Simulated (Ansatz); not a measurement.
# BiMo: the cost of one run

Program: Ansatz 0.2.0. Level of theory: DFT PBE, scalar-relativistic, plane waves, PAW. These are calculated values, not measurements.

3 further runs of the same task are left out: 2 that didn't finish, 1 set aside as unsound or not needed. Runs told in other sessions of the task aren't counted.

### 1 The starting structure

Symmetry: P6_3/mmc, No. 194, hexagonal system. The conventional cell has a = 4.601 Å, b = 4.601 Å, c = 5.140 Å, α = 90.00°, β = 90.00°, γ = 120.00°. Mo (site symmetry -3m) is surrounded by 2 Mo at 2.57 Å and 6 Bi at 2.95 Å. Bi (site symmetry -6m2) has 6 Mo at 2.95 Å in its first shell of neighbours.

Coordinates:

```cif
data_structure
_symmetry_space_group_name_H-M 'P6_3/mmc'
_symmetry_Int_Tables_number 194
_cell_length_a 4.6006
_cell_length_b 4.6006
_cell_length_c 5.1398
_cell_angle_alpha 90.000
_cell_angle_beta 90.000
_cell_angle_gamma 120.000
_cell_volume 94.21
loop_
_atom_site_label
_atom_site_type_symbol
_atom_site_symmetry_multiplicity
_atom_site_Wyckoff_symbol
_atom_site_fract_x
_atom_site_fract_y
_atom_site_fract_z
_atom_site_occupancy
Mo1 Mo 2 a 0.00000 0.00000 0.00000 1
Bi1 Bi 2 c 0.33333 0.66667 0.25000 1
```

This cell comes from an earlier session at PBE: 23.553 Å³/atom at 0.00 GPa, on a 10×10×6 mesh.

The changes: atom 1 (Mo) moved 0.08 Å along y; atom 4 (Bi) moved 0.05 Å along y; strain e4 = -0.02, atoms carried along; strain e2 = +0.01, atoms carried along; all atoms moved at random (σ = 0.03 Å), cell strained at random (1 %); all atoms moved at random (σ = 0.15 Å), cell strained at random (1 %).

### 2 Atom 1 (Mo) moved 0.08 Å along y

Contents of input.yaml:

```yaml
crystal:
  lattice:
    - [4.6006453045, 0.0, 0.0]
    - [-2.3003226523, 3.9842757075, 0.0]
    - [0.0, 0.0, 5.1397870164]
  atoms:
    - { symbol: Mo, position: [0.0100394659, 0.0200789317, 0.0] }
    - { symbol: Mo, position: [0.0, 0.0, 0.5] }
    - { symbol: Bi, position: [0.3333333333, 0.6666666667, 0.25] }
    - { symbol: Bi, position: [0.6666666667, 0.3333333333, 0.75] }
basis:
  ecutwfc: 420
  ecutrho_ratio: 4
kpoints:
  mp_grid: { grid: [10, 10, 6] }
hamiltonian:
  xc: pbe
scf:
  occupations: { method: gaussian, width: 0.05 }
output:
  forces: true
  stress: true
  eigenvalues: true
  write_density: true
  write_potential: true
  elf: true
  volumetric_format: npy
```

Launch:

```console
> ansatz run input.yaml --threads 2 --pin off --max-ram 2662MiB --backend cpu --events-out ev --progress --plain --runs-dir out
```

**Question.** How long does this run take on 2 threads of Arm Neoverse V2, shared host, and how much memory does it need?

About 33 s, with a peak of 0.63 GiB.
